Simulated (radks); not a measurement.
# Valence configurations of Nd⁺

The task here is to estimate one member of a computed series from the others.

Program: radks (a radial shooting solver on a logarithmic mesh, Libxc functionals) version 1. Level of theory: Dirac Kohn-Sham, PBE, spin-unpolarised, spherical densities, finite nucleus; open shells fill j = l - 1/2 first. These are calculated values, not measurements, unless marked.

## The system

| Property | Result |
| --- | --- |
| element | neodymium (Z = 60) |
| charge | +1 |
| electrons | 59 |
| configuration | [Xe] 4f4 6s1 |
| nuclear rms radius | 4.9123 fm |
| others tried | 4f3 6s1 6p1; 4f2 5d2 6s1; 4f2 6s1 6p2; 4f4 6p1; 4f2 5d1 6s2; 4f4 5d1; 4f3 5d1 6s1; 4f3 6s2; 4f3 6p2 |

The first run:

The run's settings:

```text
Z 60
configuration [Xe] 4f4 6s1
relativity Dirac
functional pbe,pbe
spin unpolarised
j_filling energy
nucleus finite rms 4.9123 fm
c 137.035999084
```

Started as:

```console
$ python run_ks.py task.json out
```

This one command runs every case of the session in turn.

Steps of the session up to this table: [Xe] 4f4 6s1.

One table of the session follows, with a row left open; its other results are not shown here.

It belongs to the step «[Xe] 4f4 6s1». From the orbitals of this run (lengths in bohr):

| level | <r> | outermost maximum (interpolated) | 90 % within | nodes |
| --- | --- | --- | --- | --- |
| 4d3/2 | 0.7016 | 0.614 | 1.06 | 1 |
| 4d5/2 | 0.7117 | 0.622 | 1.07 | 1 |
| 5s1/2 | ? | ? | ? | ? |
| 5p1/2 | 1.664 | 1.45 | 2.44 | 3 |
| 5p3/2 | 1.754 | 1.52 | 2.57 | 3 |
| 6s1/2 | 4.024 | 3.55 | 5.83 | 5 |
| 4f5/2 | 1.101 | 0.661 | 1.96 | 0 |
| 4f7/2 | 1.121 | 0.666 | 2.00 | 0 |

**Question.** Estimate the row for 5s1/2.

As computed: <r>: 1.474; outermost maximum (interpolated): 1.32; 90 % within: 2.12; nodes: 4. In the column «<r>» it lies between 4f7/2 (1.121) and 5p1/2 (1.664).
